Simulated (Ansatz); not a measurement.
**C₂H₃FGe: how energies converge with the basis set**

An exercise on one series of results from a longer session: the logs are not shown, and one member is left open.

Method: one geometry, several basis sets; program: Ansatz 0.2.0, Gaussian basis.

Plan: PBE0-D4/def2-SVP; ωB97M-V/def2-SVP; PBE0-D4/def2-QZVPP; ωB97M-V/def2-QZVPP; the functionals' def2-TZVPP values are taken from earlier runs.

**The geometry**

All runs share one geometry, relaxed beforehand with PBE0-D4 in a triple-zeta def2 set.

SMILES `C#[C][GeH2][F]`, 7 atoms, charge 0, spin multiplicity 1.

Atoms are counted from 1 here; the program's logs count them from 0.

Bond lengths: C1–C2 1.205 Å, C1–H5 1.066 Å, C2–Ge3 1.891 Å, Ge3–F4 1.737 Å, Ge3–H6 1.530 Å, Ge3–H7 1.530 Å. Angles: C2–C1–H5 179.5°, C1–C2–Ge3 178.5°, C2–Ge3–F4 106.8°, C2–Ge3–H6 111.0°, C2–Ge3–H7 111.0°, F4–Ge3–H6 106.5°, F4–Ge3–H7 106.5°, H6–Ge3–H7 114.4°.

Geometry (Å):

```xyz
7

C     1.5896   -1.0114    0.7494
C     0.6532   -0.3993    0.3028
Ge   -0.7952    0.6032   -0.3846
F    -1.9286   -0.5383   -1.0404
H     2.4147   -1.5608    1.1423
H    -1.5258    1.3495    0.7332
H    -0.3466    1.4892   -1.5483
```

The first run:

in.yaml reads:

```yaml
crystal:
  periodic: [false, false, false]
  atoms:
    - {symbol: C, position_ang: [1.589568, -1.011440, 0.749378]}
    - {symbol: C, position_ang: [0.653229, -0.399260, 0.302779]}
    - {symbol: Ge, position_ang: [-0.795216, 0.603197, -0.384648]}
    - {symbol: F, position_ang: [-1.928633, -0.538276, -1.040403]}
    - {symbol: H, position_ang: [2.414658, -1.560801, 1.142310]}
    - {symbol: H, position_ang: [-1.525838, 1.349501, 0.733153]}
    - {symbol: H, position_ang: [-0.346570, 1.489181, -1.548267]}
basis:
  gaussian: {orbitals: def2-SVP}
hamiltonian: {xc: pbe0, dispersion: d4}
output: {orbitals: {seedname: orbitals}}
```

Launch:

```
ansatz run in.yaml --threads 2 --pin off --events-out ev --progress --plain --max-ram 32768MiB --backend cpu
```

Steps of the session up to this table: PBE0-D4 in def2-SVP; ωB97M-V in def2-SVP; PBE0-D4 in def2-QZVPP; ωB97M-V in def2-QZVPP.

One of the session's tables, all rows but one given; the rest of the session is left out.

It belongs to the step «Functionals by basis». 

| functional | basis | HOMO (eV) |
| --- | --- | --- |
| PBE0-D4 | def2-SVP | -8.51 |
| PBE0-D4 | def2-TZVPP | -8.57 |
| PBE0-D4 | def2-QZVPP | -8.58 |
| ωB97M-V | def2-SVP | -10.73 |
| ωB97M-V | def2-TZVPP | -10.81 |
| ωB97M-V | def2-QZVPP | ? |

Q: Estimate the row for ωB97M-V, def2-QZVPP from the others.

**Answer.** HOMO (eV): -10.83. In the column «HOMO (eV)» it is the lowest.
